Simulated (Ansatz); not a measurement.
A nudged elastic band was laid between two geometries of a periodic cell of 31 atoms, TiAl$_{30}$ (host Al, host structure fcc, dopant Ti, one Al atom removed).

Method: Ansatz 0.2.0, DFT r2SCAN, scalar-relativistic, plane waves, PAW. Settings: PAW set soft_1, cutoff 500 eV, k mesh 2x2x2, gaussian smearing 0.05 eV, no spin polarisation.

```yaml
movable_images: 5
climbing_image: yes
spring: 5.0 eV/Å²
optimiser: quadratic models (default)
start_path: IDPP
force_threshold: 0.03 eV/Å
iteration_limit: 26
end_points: relaxed
```

Initial state:

```xyz
31
Lattice="8.1000 0.0000 0.0000 0.0000 8.1000 0.0000 0.0000 0.0000 8.1000" Properties=species:S:1:pos:R:3
Al 4.053 0.002 0.000
Al 6.047 2.042 0.022
Al 6.045 0.022 2.039
Ti 0.006 0.060 0.060
Al 2.060 2.041 0.020
Al 4.053 4.063 0.011
Al 6.069 6.076 0.000
Al 2.063 0.022 2.040
Al 4.055 2.013 2.014
Al 6.056 4.039 2.023
Al 4.053 0.010 4.065
Al 6.054 2.024 4.039
Al 6.069 0.003 6.074
Al 0.006 4.077 -0.010
Al 2.040 6.077 -0.001
Al 0.003 2.054 2.051
Al 2.048 4.040 2.024
Al 4.052 6.064 2.015
Al 0.005 -0.005 4.069
Al 2.049 2.026 4.039
Al 4.054 4.015 4.015
Al 6.032 6.031 4.029
Al 2.039 0.001 6.074
Al 4.052 2.016 6.065
Al 6.032 4.028 6.032
Al 0.004 6.076 2.041
Al 0.001 4.020 4.021
Al 2.069 6.032 4.028
Al 0.004 2.042 6.077
Al 2.069 4.030 6.033
Al 4.054 6.063 6.063
```

Final state:

Only the atoms that move by more than 0.05 Å are listed.
```
Ti4 0.000 -2.082 -2.082
Al9 4.050 2.059 2.059
Al21 4.050 4.060 4.060
```

**Question.** Which bonds break or form, and what moves?

**Answer.** The atom that moves furthest is Ti4, by 3.03 Å; four of its nearest neighbours are Al16 2.82, Al5 2.85, Al8 2.85, Al3 2.86 Å at the first end and Al27 2.82, Al22 2.86, Al25 2.86, Al28 2.86 Å at the last.

**Question.** What energy profile does the band end with?

**Answer.** The forces met the threshold. The highest image is number 3 of 0 to 6, 1.36 eV above the ends, which have the same energy within 2 meV. By the program's own check the climbing image is a first-order saddle point (lowest curvatures found: -2.30 and 0.86 eV/Å²). Limits of this set-up: coarse k mesh, a small cell, in which the defect meets its images, a typed lattice constant that wasn't relaxed here.

```json
{"image": "0", "path coordinate (Å)": "0.00", "energy (eV)": "0.00", "Al2–Ti4 (Å)": "2.86", "Al3–Ti4 (Å)": "2.86", "Ti4–Al5 (Å)": "2.85"}
{"image": "1", "path coordinate (Å)": "0.57", "energy (eV)": "0.23", "Al2–Ti4 (Å)": "3.02", "Al3–Ti4 (Å)": "3.02", "Ti4–Al5 (Å)": "3.02"}
{"image": "2", "path coordinate (Å)": "1.14", "energy (eV)": "0.94", "Al2–Ti4 (Å)": "3.35", "Al3–Ti4 (Å)": "3.36", "Ti4–Al5 (Å)": "3.34"}
{"image": "3", "path coordinate (Å)": "1.71", "energy (eV)": "1.36", "Al2–Ti4 (Å)": "3.76", "Al3–Ti4 (Å)": "3.77", "Ti4–Al5 (Å)": "3.75"}
{"image": "4", "path coordinate (Å)": "2.27", "energy (eV)": "0.94", "Al2–Ti4 (Å)": "4.22", "Al3–Ti4 (Å)": "4.23", "Ti4–Al5 (Å)": "4.22"}
{"image": "5", "path coordinate (Å)": "2.84", "energy (eV)": "0.24", "Al2–Ti4 (Å)": "4.70", "Al3–Ti4 (Å)": "4.70", "Ti4–Al5 (Å)": "4.69"}
{"image": "6", "path coordinate (Å)": "3.40", "energy (eV)": "0.00", "Al2–Ti4 (Å)": "4.96", "Al3–Ti4 (Å)": "4.96", "Ti4–Al5 (Å)": "4.96"}
```

**Question.** What is the geometry of the highest image?

**Answer.** 
```xyz
31
Lattice="8.1000 0.0000 0.0000 0.0000 8.1000 0.0000 0.0000 0.0000 8.1000" Properties=species:S:1:pos:R:3
Al 4.052 0.055 0.055
Al 6.105 2.004 0.016
Al 6.099 0.016 2.010
Ti 0.006 -1.008 -1.018
Al 1.996 2.003 0.016
Al 4.052 3.983 -0.017
Al 5.875 6.013 0.061
Al 2.002 0.015 2.009
Al 4.051 2.020 2.018
Al 6.038 4.018 2.056
Al 4.051 -0.018 3.981
Al 6.030 2.056 4.018
Al 5.870 0.066 6.007
Al 0.002 4.152 -0.072
Al 2.231 6.010 0.064
Al 0.001 2.049 2.053
Al 2.065 4.018 2.056
Al 4.052 6.091 2.091
Al 0.002 -0.067 4.148
Al 2.073 2.056 4.018
Al 4.051 4.055 4.053
Al 6.105 6.057 4.070
Al 2.233 0.067 6.006
Al 4.051 2.093 6.092
Al 6.099 4.064 6.058
Al 0.002 6.145 1.921
Al 0.001 4.020 4.025
Al 1.996 6.058 4.071
Al 0.001 1.925 6.141
Al 2.002 4.065 6.058
Al 4.052 6.019 6.019
```

The run took 24 min on 4 threads of Arm Neoverse V1 (shared host), peak memory 6.6 GiB.
